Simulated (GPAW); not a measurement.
A run of GPAW 26.7.0 is set up as follows.

run.py

```python
from ase import Atoms
from ase.dft.bandgap import bandgap
from ase.io import write
from ase.units import GPa
from gpaw import GPAW, PW

atoms = Atoms(['Bi', 'Bi', 'Te', 'Te', 'Te'],
              cell=[[2.193, 1.2661291403, 10.1656666667],
                    [-2.193, 1.2661291403, 10.1656666667],
                    [0.0, -2.5322582807, 10.1656666667]],
              scaled_positions=[[0.6, 0.6, 0.6],
                                [0.4, 0.4, 0.4],
                                [0.7905, 0.7905, 0.7905],
                                [0.2095, 0.2095, 0.2095],
                                [0.0, 0.0, 0.0]],
              pbc=True)

calc = GPAW(mode=PW(450),
            xc='LDA',
            kpts={'size': (6, 6, 6), 'gamma': True},
            occupations={'name': 'fermi-dirac', 'width': 0.05},
            nbands=39,
            maxiter=120,
            txt='gpaw.txt')
atoms.calc = calc
energy = atoms.get_potential_energy()
forces = atoms.get_forces()
stress = atoms.get_stress()
calc.write('gs.gpw')
write('result.traj', atoms)
print(f'Energy: {energy:.6f} eV')
print('Forces (eV/A):')
print(forces.round(4))
print('Stress (GPa):', (stress / GPa).round(3))
print('Fermi level:', round(calc.get_fermi_level(), 4), 'eV')
print(f'Gap: {bandgap(calc)[0]:.4f} eV, direct: {bandgap(calc, direct=True)[0]:.4f} eV')
```

Potentials or basis: the program's PAW data sets (release 1.2.1) made for this functional, pw.

Run with:

```sh
$ OMP_NUM_THREADS=1 python run.py
```

Problem. What does it give for the pressure?

Solution. -2.2 GPa.

Problem. Predict the band gap on the k mesh.

Solution. 0.18 eV, direct.

Problem. Predict the largest force.

Solution. 0.193 eV/Å.

Forces on the atoms (eV/Å):
```
Bi   0.000  0.000 -0.070
Bi   0.000  0.000  0.070
Te   0.000  0.000 -0.193
Te   0.000  0.000  0.193
Te   0.000  0.000  0.000
```

Caveat: the cutoff is short for stress and forces, so pressures can be off by a GPa or more; spin-orbit coupling is left out, which as a rule narrows the gap of such compounds by several tenths of an eV; the program warned that so skewed a cell can give wrong results. A k mesh can miss the band edges.
